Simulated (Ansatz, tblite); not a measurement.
# GeH2Me(OMe) (C₂H₈GeO): a ladder of methods and basis sets

The task here is to estimate one member of a computed series from the others.

Computed with Ansatz 0.2.0, Gaussian basis. Level: as each input shows.

The runs, in order: GFN1-xTB, GFN2-xTB, PBE-D4/def2-TZVP, r2SCAN-D4/def2-TZVP, LC-ωPBE/def2-TZVP, r2SCAN0-D4/def2-TZVP, B97M-V/def2-TZVP, PBE-D4/def2-SVP, PBE0-D4/def2-SVP, HF/STO-3G, CCSD(T)/def2-SVP, MP2/def2-TZVP.

2 further runs of the same task are left out: 2 set aside as unsound or not needed.

## The relaxed structure

The geometry is that of the singlet, from an earlier relaxation (PBE-D4/def2-SVP).

12 atoms, charge 0, spin multiplicity 1.

Bond lengths: C1–Ge3 1.951 Å, C1–H7 1.108 Å, C1–H8 1.107 Å, C1–H9 1.107 Å, C2–O4 1.410 Å, C2–H10 1.118 Å, C2–H11 1.111 Å, C2–H12 1.118 Å, Ge3–O4 1.808 Å, Ge3–H5 1.561 Å, Ge3–H6 1.561 Å. Angles: Ge3–C1–H7 110.4°, Ge3–C1–H8 109.8°, Ge3–C1–H9 109.9°, H7–C1–H8 108.9°, H7–C1–H9 108.9°, H8–C1–H9 108.9°, O4–C2–H10 113.0°, O4–C2–H11 108.4°, O4–C2–H12 113.0°, H10–C2–H11 107.4°, H10–C2–H12 107.3°, H11–C2–H12 107.4°, C1–Ge3–O4 104.8°, C1–Ge3–H5 112.7°, C1–Ge3–H6 112.7°, O4–Ge3–H5 108.5°, O4–Ge3–H6 108.5°, H5–Ge3–H6 109.5° and more.

PBE0-D4/def2-TZVP was run before; its log isn't repeated, and its numbers join the tables.

Set-up of the first run:

Tight binding, by tblite at 300 K electronic temperature and without a spin-polarisation term:

```python
tblite.interface.Calculator('GFN1-xTB', numbers, positions, charge=0, uhf=0).singlepoint()
```

Tight binding, by tblite at 300 K electronic temperature and without a spin-polarisation term:

```python
tblite.interface.Calculator('GFN2-xTB', numbers, positions, charge=0, uhf=0).singlepoint()
```

start.molden holds the orbitals of an earlier run on this state, given as this run's starting guess.

in.yaml reads:

```yaml
crystal:
  periodic: [false, false, false]
  atoms:
    - {symbol: C, position_ang: [-0.597006, 2.052164, -0.469915]}
    - {symbol: C, position_ang: [0.070709, -2.175166, 0.101816]}
    - {symbol: Ge, position_ang: [0.423561, 0.570950, 0.284533]}
    - {symbol: O, position_ang: [-0.434078, -0.916063, -0.283748]}
    - {symbol: H, position_ang: [0.425937, 0.575249, 1.845708]}
    - {symbol: H, position_ang: [1.894094, 0.524356, -0.237564]}
    - {symbol: H, position_ang: [-0.157326, 3.020873, -0.161720]}
    - {symbol: H, position_ang: [-1.644455, 2.004120, -0.115472]}
    - {symbol: H, position_ang: [-0.589811, 1.989665, -1.574929]}
    - {symbol: H, position_ang: [1.112503, -2.358276, -0.260572]}
    - {symbol: H, position_ang: [-0.577309, -2.963465, -0.338036]}
    - {symbol: H, position_ang: [0.073182, -2.324396, 1.209910]}
basis:
  gaussian: {orbitals: def2-TZVP, initial_orbitals: start.molden}
hamiltonian: {xc: pbe, dispersion: d4}
scf: {omitted_lower_state_checks: [starts]}
output: {forces: true, orbitals: {seedname: orbitals}}
```

The run is started by

```
$ ansatz run in.yaml --threads 2 --pin off --events-out ev --progress --plain --max-ram 4352MiB
```

Steps of the session up to this table: PBE-D4/def2-TZVP; r2SCAN-D4/def2-TZVP; LC-ωPBE/def2-TZVP; r2SCAN0-D4/def2-TZVP; B97M-V/def2-TZVP; PBE-D4/def2-SVP; PBE0-D4/def2-SVP; HF/STO-3G; CCSD(T)/def2-SVP; MP2/def2-TZVP.

One of the session's tables, all rows but one given; the rest of the session is left out.

It belongs to the step «Binding energy». 

```
              method  binding an atom (eV)
           HF/STO-3G                 3.447
         HF/def2-SVP                 2.688
        HF/def2-TZVP                 2.661
     PBE-D4/def2-SVP                 3.672
    PBE-D4/def2-TZVP                 3.655
 r2SCAN-D4/def2-TZVP                 3.622
    B97M-V/def2-TZVP                 3.628
    PBE0-D4/def2-SVP                 3.623
   PBE0-D4/def2-TZVP                 3.604
r2SCAN0-D4/def2-TZVP                 3.575
   LC-ωPBE/def2-TZVP                 3.596
        MP2/def2-SVP                 3.457
       MP2/def2-TZVP                 3.522
       CCSD/def2-SVP                 3.419
    CCSD(T)/def2-SVP                     ?
```

**Question.** Estimate the row for CCSD(T)/def2-SVP.

As computed: binding an atom (eV): 3.449. In the column «binding an atom (eV)» it lies between HF/STO-3G (3.447) and MP2/def2-SVP (3.457).

To keep in mind: Free atoms were run apart at each level; binding is atoms less cluster, divided by the number of atoms, without zero-point or spin-orbit terms.
